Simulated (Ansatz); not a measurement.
**C₆H₆O₂: one species, many methods**

The task here is to estimate one member of a computed series from the others.

Program: Ansatz 0.2.0, Gaussian basis. Level of theory: functionals in def2-TZVPP, the program's frozen cores in correlated methods. These are calculated values, not measurements.

Levels to be run: PBE-D4, r2SCAN-D4, PBE0-D4, B3LYP-D4, ωB97X-V, ωB97M-V, B2PLYP; CCSD(T)/def2-TZVPP; MP2/def2-QZVPP; extrapolation to the limit.

**The relaxed structure**

All runs share one geometry, relaxed beforehand with PBE0-D4 in a triple-zeta def2 set.

SMILES `C#CCOC(=O)C=C`, 14 atoms, charge 0, spin multiplicity 1.

Atoms are counted from 1 here; the program's logs count them from 0.

Bond lengths: C1–C2 1.199 Å, C1–H9 1.064 Å, C2–C3 1.452 Å, C3–O4 1.428 Å, C3–H10 1.092 Å, C3–H11 1.091 Å, O4–C5 1.348 Å, C5–O6 1.201 Å, C5–C7 1.477 Å, C7–C8 1.326 Å, C7–H12 1.083 Å, C8–H13 1.084 Å, C8–H14 1.083 Å. Angles: C2–C1–H9 179.5°, C1–C2–C3 179.3°, C2–C3–O4 112.1°, C2–C3–H10 110.0°, C2–C3–H11 110.3°, O4–C3–H10 109.6°, O4–C3–H11 105.4°, H10–C3–H11 109.4°, C3–O4–C5 115.6°, O4–C5–O6 123.8°, O4–C5–C7 110.2°, O6–C5–C7 126.0°, C5–C7–C8 120.4°, C5–C7–H12 117.0°, C8–C7–H12 122.6°, C7–C8–H13 120.2°, C7–C8–H14 121.5°, H13–C8–H14 118.3°.

Set-up of the first run:

in.yaml

```yaml
crystal:
  periodic: [false, false, false]
  atoms:
    - {symbol: C, position_ang: [-2.415927, -0.839586, 2.158311]}
    - {symbol: C, position_ang: [-1.272989, -0.981990, 1.825982]}
    - {symbol: C, position_ang: [0.112965, -1.169718, 1.434029]}
    - {symbol: O, position_ang: [0.310698, -0.944332, 0.037696]}
    - {symbol: C, position_ang: [0.547585, 0.334332, -0.319014]}
    - {symbol: O, position_ang: [0.627125, 1.242207, 0.463218]}
    - {symbol: C, position_ang: [0.699983, 0.435837, -1.784746]}
    - {symbol: C, position_ang: [0.946960, 1.607028, -2.354299]}
    - {symbol: H, position_ang: [-3.429894, -0.703783, 2.452287]}
    - {symbol: H, position_ang: [0.757416, -0.499895, 2.007774]}
    - {symbol: H, position_ang: [0.418184, -2.202782, 1.606639]}
    - {symbol: H, position_ang: [0.597445, -0.479774, -2.354917]}
    - {symbol: H, position_ang: [1.039872, 2.499862, -1.745803]}
    - {symbol: H, position_ang: [1.060567, 1.702572, -3.427147]}
basis:
  gaussian: {orbitals: def2-TZVPP}
hamiltonian: {xc: pbe, dispersion: d4}
output: {forces: true, orbitals: {seedname: orbitals}}
```

The run is started by

```console
ansatz run in.yaml --threads 2 --pin off --events-out ev --progress --plain --max-ram 22528MiB --backend cuda --devices 0, --max-vram 18GiB
```

Among the steps run: PBE-D4 (GGA); r2SCAN-D4 (meta-GGA); PBE0-D4 (hybrid); B3LYP-D4 (hybrid); ωB97X-V (range-separated); ωB97M-V (range-separated); B2PLYP (double hybrid); CCSD(T) in def2-TZVPP; MP2 in def2-QZVPP.

One of the session's tables, all rows but one given; the rest of the session is left out.

```
            method  atomisation energy (kJ/mol)
            PBE-D4                       6609.4
         r2SCAN-D4                       6389.1
           PBE0-D4                       6419.8
          B3LYP-D4                       6355.7
           ωB97X-V                       6349.2
           ωB97M-V                       6372.1
            B2PLYP                       6307.0
     HF/def2-TZVPP                       4498.8
    MP2/def2-TZVPP                            ?
   CCSD/def2-TZVPP                       6043.3
CCSD(T)/def2-TZVPP                       6175.3
           MP2/CBS                       6535.3
       CCSD(T)/CBS                       6339.4
```

Q: Estimate the row for MP2/def2-TZVPP from the others.

As computed: atomisation energy (kJ/mol): 6371.3. In the column «atomisation energy (kJ/mol)» it lies between B3LYP-D4 (6355.7) and ωB97M-V (6372.1).
